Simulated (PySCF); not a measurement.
**BeF⁺: changing the method**

Aim: see what other levels and later steps give for BeF⁺.

Program: PySCF 2.14.0. Level of theory: method and basis as typed in the scripts. These are calculated values, not measurements.

1 further run of the same task is left out (it didn't finish).

### 1 The system as given

BeF⁺: 2 atoms, charge 1, spin multiplicity 1.

Bond lengths: Be1–F2 1.792 Å.

### 2 The run that the others are compared with

Input file input.py:

```python
from pyscf import gto, scf

mol = gto.M(
    atom='Be 0 0 0; F 0 0 1.792',
    basis='3-21g',
    charge=1,
    spin=0,
    verbose=4,
)
mf = scf.RHF(mol)
mf.kernel()
mf.nuc_grad_method().kernel()
mf.dip_moment()
print('orbital energies (hartree):', mf.mo_energy[..., max(0, mol.nelec[1]-3):mol.nelec[0]+3].round(4))
```

Started as:

```sh
> OMP_NUM_THREADS=1 python input.py
```

### 3 SCF alone

Edit 1 changes step after the SCF: gradient → none.

Edit input.py of step 2 so:

```diff
@@ -11,3 +11,2 @@
 mf.kernel()
-mf.nuc_grad_method().kernel()
 mf.dip_moment()
```

### 4 Population analysis

Edit 2 changes step after the SCF: gradient → analyze.

Edit input.py of step 2 so:

```diff
@@ -11,4 +11,3 @@
 mf.kernel()
-mf.nuc_grad_method().kernel()
-mf.dip_moment()
+mf.analyze()
 print('orbital energies (hartree):', mf.mo_energy[..., max(0, mol.nelec[1]-3):mol.nelec[0]+3].round(4))
```

### 5 MP2

Edit 3 changes step after the SCF: gradient → mp2; frozen orbitals: none → 1.

Edit input.py of step 2 so:

```diff
@@ -1,2 +1,2 @@
-from pyscf import gto, scf
+from pyscf import gto, scf, mp
 
@@ -11,3 +11,3 @@
 mf.kernel()
-mf.nuc_grad_method().kernel()
+mp.MP2(mf, frozen=1).kernel()
 mf.dip_moment()
```

### 6 UHF

Edit 4 changes SCF type: RHF → UHF.

Input file input.py:

```python
from pyscf import gto, scf

mol = gto.M(
    atom='Be 0 0 0; F 0 0 1.792',
    basis='3-21g',
    charge=1,
    spin=0,
    verbose=4,
)
mf = scf.UHF(mol)
mf.kernel()
mf.nuc_grad_method().kernel()
mf.dip_moment()
print('orbital energies (hartree):', [e[max(0, n-3):n+3].round(4) for e, n in zip(mf.mo_energy, mol.nelec)])
```

Before running it: what results should come out? Wanted: for each run, E(SCF); from base; gap; after the SCF.

The runs gave:

```
                run  E(SCF) (hartree)  from base (eV)  cycles  gap (eV)                           after the SCF
               base       -113.079553               0      10     11.60                                     n/a
          SCF alone       -113.079553          0.0000      10     11.60                                     n/a
population analysis       -113.079553          0.0000      10     11.60                                     n/a
                MP2       -113.079553          0.0000      10     11.60  MP2 correlation -4.180 eV, core frozen
                UHF       -113.079553          0.0000      12     11.60                                     n/a
```

What this shows: No change of the SCF energy comes from UHF.
